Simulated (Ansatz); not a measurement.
# La5N: the cost of one run

Computed with Ansatz 0.2.0 (DFT PBE, scalar-relativistic, plane waves, PAW, unless a step's input says otherwise).

### 1 The structure to begin with

Symmetry: F-43m, No. 216, cubic system. Conventional cell: a = 8.660 Å, b = 8.660 Å, c = 8.660 Å, α = 90.00°, β = 90.00°, γ = 90.00°. La (site symmetry -43m) has 12 La at 3.59 Å and 4 N at 3.75 Å as nearest neighbours. La (site symmetry 3m) is surrounded by 9 La at 3.04 to 3.59 Å and 3 N at 3.59 Å. N (site symmetry -43m) is surrounded by 16 La at 3.59 to 3.75 Å.

Coordinates:

```xyz
6
Lattice="0.0000 4.3299 4.3299 4.3299 0.0000 4.3299 4.3299 4.3299 0.0000" Properties=species:S:1:pos:R:3 pbc="T T T"
La    6.4949    6.4949    6.4949
La    5.4047    5.4047    3.2552
La    5.4047    3.2552    5.4047
La    3.2552    3.2552    3.2552
La    3.2552    5.4047    5.4047
N     0.0000    0.0000    0.0000
```

A structure generator made this guess: species swapped into a database cell of ZrCu5 (F-43m, No. 216), with N on the Zr sites and La on the Cu sites. The dimensions are guesses.

### 2 A first look at the guess

input.yaml

```yaml
crystal:
  lattice:
    - [0.0, 4.32994987, 4.32994987]
    - [4.32994987, 0.0, 4.32994987]
    - [4.32994987, 4.32994987, 0.0]
  atoms:
    - { symbol: La, position: [0.75, 0.75, 0.75] }
    - { symbol: La, position: [0.37588916, 0.37588916, 0.87233251] }
    - { symbol: La, position: [0.37588916, 0.87233251, 0.37588916] }
    - { symbol: La, position: [0.37588916, 0.37588916, 0.37588916] }
    - { symbol: La, position: [0.87233251, 0.37588916, 0.37588916] }
    - { symbol: "N", position: [0.0, 0.0, 0.0] }
basis:
  ecutwfc: 420
kpoints:
  mp_grid: { grid: [4, 4, 4] }
hamiltonian:
  xc: pbe
scf:
  occupations: { method: gaussian, width: 0.1 }
  lower_state_search: "off"
output:
  forces: true
  stress: true
  eigenvalues: true
```

Started as:

```
$ ansatz run input.yaml --threads 1 --pin off --max-ram 2560MiB --backend cpu --events-out ev --progress --plain --runs-dir out
```

**Question.** How long does this run take on 1 thread of Arm Neoverse V1, shared host, and how much memory does it need?

About 4.6 s, with a peak of 0.36 GiB.
